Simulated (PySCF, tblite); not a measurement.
**C₅H₂F₆: geometry, infrared bands, NMR shifts, spin-spin couplings and electronic excitations**

Aim: predict the infrared bands, NMR shifts, spin-spin couplings and electronic excitations of C₅H₂F₆ (`C=C=C(C(F)(F)F)C(F)(F)F`).

The runs use tblite 0.8.0 and PySCF 2.14.0, with density-fitted response routines of our own; the level of theory stands in each step. All values are computed, except where a source is named. Atoms count from 0, in the outputs and in this text.

### Step 1. The molecule as given

13 atoms, charge 0, multiplicity 1; geometry from: force field or distance geometry start.

Bonds of the start (Å): C0–C1 1.31, C1–C2 1.29, C2–C3 1.46, C3–F4 1.35, C3–F5 1.36, C3–F6 1.37, C2–C7 1.48, C7–F8 1.36, C7–F9 1.36, C7–F10 1.37, C0–H11 1.08, C0–H12 1.08.

### Step 2. Geometry optimisation with GFN2-xTB

What the job is given:

```
{"job": {"kind": "relax", "xc": "GFN2-xTB", "basis": "xTB"}, "charge": 0, "multiplicity": 1}
C      2.463500     0.245400    -0.156600
C      1.160700     0.122300    -0.084600
C     -0.121600    -0.017000     0.009800
C     -0.836600    -1.243500     0.369900
F     -1.320100    -1.904100    -0.701500
F     -1.889800    -1.033700     1.206900
F     -0.023800    -2.130200     1.017300
C     -1.102800     1.058600    -0.255800
F     -0.570800     2.069000    -0.985900
F     -1.578400     1.608300     0.891200
F     -2.191000     0.618900    -0.959400
H      3.113900    -0.498100     0.277300
H      2.892400     1.104600    -0.646200
```

On the command line:

```console
OMP_NUM_THREADS=2 python probes_run.py task.json out
```

One launch serves the whole session: the jobs run in the order shown.

**Question.** This job is followed by: GFN2-xTB harmonic vibrations, gas phase; PBE0-D3(BJ)/def2-SVP geometry optimisation, gas phase; GIAO PBE0/pcSseg-1 NMR shielding, non-relativistic, gas phase; B3LYP/pcJ-1 indirect spin-spin coupling, non-relativistic, gas phase; TDDFT B3LYP/def2-SVPD, vertical, gas phase, core orbitals frozen in the response; GIAO B3LYP/pcSseg-2 NMR shielding, non-relativistic, gas phase. Predict these results of the whole session: strongest single infrared mode (GFN2-xTB); zero-point energy (GFN2-xTB); point group; rotational constants (main isotopes); 13C shifts against TMS (PBE0/pcSseg-1, means over atoms taken as alike); 1H shifts against TMS (PBE0/pcSseg-1, means over atoms taken as alike); 19F shifts against CFCl3 (PBE0/pcSseg-1, means over atoms taken as alike); largest coupling of the table (B3LYP/pcJ-1); lowest singlet (B3LYP/def2-SVPD); brightest single state of those computed; lowest triplet; range of the shift of C3 (with its like atoms).

As calculated:

| quantity | value |
| --- | --- |
| strongest single infrared mode (GFN2-xTB) | 1078 cm⁻¹, 544 km/mol |
| zero-point energy (GFN2-xTB) | 38.9 kcal/mol |
| point group | C2 |
| rotational constants (main isotopes) | 1.35, 1.05, 0.75 GHz |
| 13C shifts against TMS (PBE0/pcSseg-1, means over atoms taken as alike) | 222.9, 126.1, 101.3, 92.1 ppm |
| 1H shifts against TMS (PBE0/pcSseg-1, means over atoms taken as alike) | 5.90 ppm |
| 19F shifts against CFCl3 (PBE0/pcSseg-1, means over atoms taken as alike) | -73.2 ppm |
| largest coupling of the table (B3LYP/pcJ-1) | 1J(C,F) C3–F4, -340.5 Hz (mean over like pairs) |
| lowest singlet (B3LYP/def2-SVPD) | 5.71 eV (217 nm), f = 0.000 |
| brightest single state of those computed | state 4, 7.86 eV, f = 1.145 |
| lowest triplet | 4.55 eV |
| range of the shift of C3 (with its like atoms) | 126.1 to 132.5 ppm |

What this shows: The optimisation took 34 steps and gained 1.902 eV; among the close pairs (by a distance rule), C2–C3 changed most, from 1.465 to 1.509 Å (GFN2-xTB). All 33 modes are real, so the xTB geometry is a minimum. The strongest single mode, at 1078 cm⁻¹, moves mainly C7 and C3. GFN2-xTB is a fitted tight-binding method: band positions and strengths are rough. Its intensities can rank the bands wrongly. The start of the PBE0/def2-SVP relaxation was shaken at random by about 0.01 Å, so part of the energy gained, and of the first lengths quoted, undoes that. Over 6 steps the energy fell by 0.141 eV; of the close pairs, C0–H12 changed most, 1.064 to 1.095 Å (PBE0/def2-SVP). No frequency check was run at this level, so the end point may be a saddle. C1 (central carbon of an allene) lies farthest downfield among carbon, at 222.9 ppm; the central sp carbon of an allene is among the most deshielded carbons of hydrocarbons. At PBE0/pcSseg-1: The largest span, 176 ppm, is at C0, where the paramagnetic term is -170 ppm. In the run at B3LYP/pcJ-1, the largest coupling of the table is C3–F4 (mean over like pairs), -340.5 Hz, of which the Fermi-contact term gives -313.4 Hz. Density functionals describe couplings to fluorine poorly, F–F couplings above all, so those rows are rough. The lowest singlet, at 5.71 eV, is HOMO→LUMO 0.92 and is dark; of the 10 states computed, the strongest absorption comes from state 4 at 7.86 eV. The lowest triplet lies 1.16 eV below the lowest singlet (triplets in Tamm-Dancoff, singlets in full TDDFT). Across the 2 runs the shift of C3 (with its like atoms) moves most, between 126.1 (PBE0/pcSseg-1) and 132.5 ppm (B3LYP/pcSseg-2). These values are for one conformer; the search (at its own cheap level) found 1 more, at 0.17 kcal/mol, and measured spectra average over such forms.
